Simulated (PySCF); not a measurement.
**SbCl: bond curves at several levels of theory**

The task here is to estimate one member of a computed series from the others.

Method: Sb def2-SVPD with ECP28, Cl def2-SVPD, scalar-relativistic core potentials; program: PySCF 2.14.0.

1 further run of the same task is left out (it didn't finish).

Set-up of the first run:

The job is set up so:

- atoms: Sb, Cl
- charge: 0
- basis: Sb def2-SVPD with ECP28, Cl def2-SVPD
- Hamiltonian: scalar-relativistic core potentials
- basis functions: 59
- electrons treated: 40
- masses in u: 120.9038, 34.9689
- levels: PBE0, PBE, r²SCAN, B3LYP, PBEsol, M06, HF, MP2, SCS-MP2
- grid: 80 radial by 434 angular points
- occupations: held fixed by the projection of orbital angular momentum
- dissociation limit: Sb + Cl, each in its ground configuration
- starting distance in angstrom: 2.335
- values of 2S to try: 0, 2, 4

Among the steps run: The job; First curve: PBE0; Higher solutions at PBE0; PBE (GGA); r²SCAN; B3LYP; PBEsol (GGA); M06; UHF.

One of the session's tables, all rows but one given; the rest of the session is left out.

It belongs to the step «The curves together». Energy (eV) from each level's lowest point:

```
R (Å)    UHF  UHF-MP2  UHF-SCS-MP2    PBE  PBEsol
2.057  1.285    1.288        1.323  1.252   1.150
2.153  0.580    0.585        0.609  0.569   0.499
2.248  0.191    0.195        0.210  0.190   0.151
2.320  0.048    0.051        0.058  0.050   0.031
2.392  0.000    0.000        0.000  0.000   0.000
2.464      ?        ?            ?      ?       ?
2.559  0.131    0.122        0.107  0.115   0.154
2.679  0.350    0.334        0.311  0.314   0.378
2.823  0.674    0.664        0.637  0.612   0.702
3.014  1.087    1.279        1.270  1.039   1.157
```

Q: Estimate the row for R (Å) = 2.464 from the others.

Worked estimate for «UHF». A straight line through the neighbours (2.392, 0.000) and (2.559, 0.131) gives 0.000 + (0.131 − 0.000) × (2.464 − 2.392) / (2.559 − 2.392) = 0.056; a parabola fitted to 4 rows on both sides gives 0.029.

**Answer.** UHF: 0.022; UHF-MP2: 0.019; UHF-SCS-MP2: 0.012; PBE: 0.017; PBEsol: 0.035. In «UHF» the line misses by +0.034 and the parabola by +0.007.

State 3 has its PBE0 minimum 1.24 eV higher. The other levels ran on the lowest alone.
